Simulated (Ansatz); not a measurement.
# AlIn2N3: the cost of one run

Method: DFT r2SCAN, scalar-relativistic, plane waves, PAW, in Ansatz 0.2.0.

4 further runs of the same task are left out: 1 that didn't finish, 3 set aside as unsound or not needed.

## Step 1: Starting point

Symmetry: Cmc2_1, No. 36, orthorhombic system. The conventional cell has a = 10.207 Å, b = 5.874 Å, c = 5.442 Å, α = 90.00°, β = 90.00°, γ = 90.00°. Al (site symmetry m) has 4 N at 1.89 to 1.91 Å as nearest neighbours. In (site symmetry 1) has 4 N at 2.16 to 2.17 Å as nearest neighbours. Around N (site symmetry 1) lie 1 Al at 1.89 Å and 3 In at 2.16 to 2.17 Å. Around N (site symmetry m) lie 2 Al at 1.90 to 1.91 Å and 2 In at 2.17 Å.

Structure file:

```
CELL_PARAMETERS angstrom
5.10347 -2.93678 0.00000
5.10347 2.93678 0.00000
0.00000 0.00000 5.44168
ATOMIC_POSITIONS crystal
Al 0.34100 0.65900 0.98910
Al 0.65900 0.34100 0.48910
In 0.98818 0.33554 0.98673
In 0.66446 0.01182 0.98673
In 0.01182 0.66446 0.48673
In 0.33554 0.98818 0.48673
N 0.96956 0.33285 0.38575
N 0.66715 0.03044 0.38575
N 0.03044 0.66715 0.88575
N 0.33285 0.96956 0.88575
N 0.36811 0.63189 0.33796
N 0.63189 0.36811 0.83796
```

It goes back to an entry of the Materials Project, which need not be the stable form.

This cell was relaxed beforehand with the same method: volume 13.59 Å³/atom, gap on the mesh 1.36 eV.

The unstrained cell comes from an earlier run at this level (12 atoms, E(σ→0) -25844.1531 eV, gap 1.36 eV over the zone).

## Step 2: Strain -1.5 %

Contents of input.yaml:

```yaml
crystal:
  lattice:
    - [5.0269135364, -2.8927278352, 0.0]
    - [5.0269135364, 2.8927278352, 0.0]
    - [0.0, 0.0, 5.4906556156]
  atoms:
    - { symbol: Al, position: [0.3410037454, 0.6589962546, 0.9890983067] }
    - { symbol: Al, position: [0.6589962546, 0.3410037454, 0.4890983067] }
    - { symbol: In, position: [0.9881787417, 0.3355431509, 0.9867266625] }
    - { symbol: In, position: [0.6644568491, 0.0118212583, 0.9867266625] }
    - { symbol: In, position: [0.0118212583, 0.6644568491, 0.4867266625] }
    - { symbol: In, position: [0.3355431509, 0.9881787417, 0.4867266625] }
    - { symbol: "N", position: [0.9695567266, 0.3328478541, 0.3857459575] }
    - { symbol: "N", position: [0.6671521459, 0.0304432734, 0.3857459575] }
    - { symbol: "N", position: [0.0304432734, 0.6671521459, 0.8857459575] }
    - { symbol: "N", position: [0.3328478541, 0.9695567266, 0.8857459575] }
    - { symbol: "N", position: [0.3681129852, 0.6318870148, 0.3379564533] }
    - { symbol: "N", position: [0.6318870148, 0.3681129852, 0.8379564533] }
basis:
  ecutwfc: 500
kpoints:
  mp_grid: { grid: [6, 6, 6] }
hamiltonian:
  xc: r2scan
scf:
  occupations: { method: gaussian, width: 0.02 }
output:
  forces: true
  stress: true
  eigenvalues: true
  write_density: true
  write_potential: true
  elf: true
  volumetric_format: npy
relax:
  adjacent_minimum: "off"
  f_tol: 0.008
  max_steps: 40
  cell: { stress_tol: 0.015, fix: [a, b, gamma] }
```

Launch:

```console
$ ansatz run input.yaml --threads 2 --pin off --max-ram 5120MiB --backend cpu --events-out ev --progress --plain --runs-dir out
```

What time and memory should one allow on 2 threads of Intel Xeon Platinum 8259CL at 2.50GHz (Skylake/Cascade Lake), shared host?

About 4 min, with a peak of 1.1 GiB.
